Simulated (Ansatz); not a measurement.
Below is the output of a Python script on Ansatz 0.2.0, Python API that makes a single point in a Gaussian basis of CH2BClOSe, SMILES ClB1OC1[SeH]. Write a script that gives it. Level of theory: B97M-V, 6-31G* basis, multiplicity 1.

Contents of `ch2bclose.xyz`:
```text
7

Cl   -2.32020   -1.90420    0.43730
B    -0.79570   -1.05540   -0.08300
O     0.67380   -1.01660   -0.02360
C     0.18870    0.19410    0.25550
Se    0.33180    1.42750   -1.22920
H     0.21070    0.49990    1.32130
H     1.77220    1.78670   -0.72390
```

Output of `python ch2bclose_energy.py`:
```text
E = -81639.992923 eV = -3000.2144023 Ha
converged: True  doubts: none
<S^2> = 0.0  relativity: none
passes: {'evaluations': 17, 'products': 14}
occupied orbitals by irrep: [{'A': 36}, {'A': 36}]
HOMO -6.026 eV, LUMO -2.978 eV, gap 3.048 eV
```

One script that gives this output:

The script, `ch2bclose_energy.py`:
```python
"""Electronic structure of the CH2BClOSe molecule."""

from pathlib import Path

import ansatz as az


def main() -> None:
    geometry = az.Crystal.molecule_from_extxyz("ch2bclose.xyz")

    setup = (
        geometry.calculation()
        .basis(gaussian="6-31G*")
        .functional(az.LibraryFunctional("B97M-V"))
        .orbitals()
    )
    out = setup.run(runs_dir="out")
    data = out.report

    print(f"E = {data['free_energy_ev']:.6f} eV = {data['free_energy_ev'] / 27.211386246:.7f} Ha")
    print("converged:", data["converged"], " doubts:", data["published_state_doubts"] or "none")

    field = data["mean_field"]
    print("<S^2> =", round(abs(field["state"]["spin_squared"]), 4), " relativity:", field["relativity"])
    print("passes:", field["passes"])
    if "symmetry" in field:
        print("occupied orbitals by irrep:", field["symmetry"]["occupied"])

    lines = Path(data["orbitals_path"]).read_text().splitlines()
    field_of = lambda key: [line.split("=")[1].strip() for line in lines if line.startswith(key)]
    orbitals = [(27.211386 * float(e), s, float(n)) for e, s, n in zip(field_of("Ene="), field_of("Spin="), field_of("Occup="))]
    homo = max(e for e, _, n in orbitals if n > 0.5)
    lumo = min(e for e, _, n in orbitals if n < 0.5)
    print(f"HOMO {homo:.3f} eV, LUMO {lumo:.3f} eV, gap {lumo - homo:.3f} eV")


if __name__ == "__main__":
    main()
```

These settings explore the input space; basis and method may be short of convergence. The geometry is a force-field or estimated start, not a minimum of this method, and the basis set is short of its limit. Levels such as HOMO and LUMO are orbital energies: with these approximate functionals they aren't the ionisation energy and electron affinity, and their gap isn't the fundamental gap. Finished in 17 s on 1 thread of Arm Neoverse V2 (shared host), peak memory 0.25 GiB.

(Lines on the test bed's own set-up are left out of the output.)
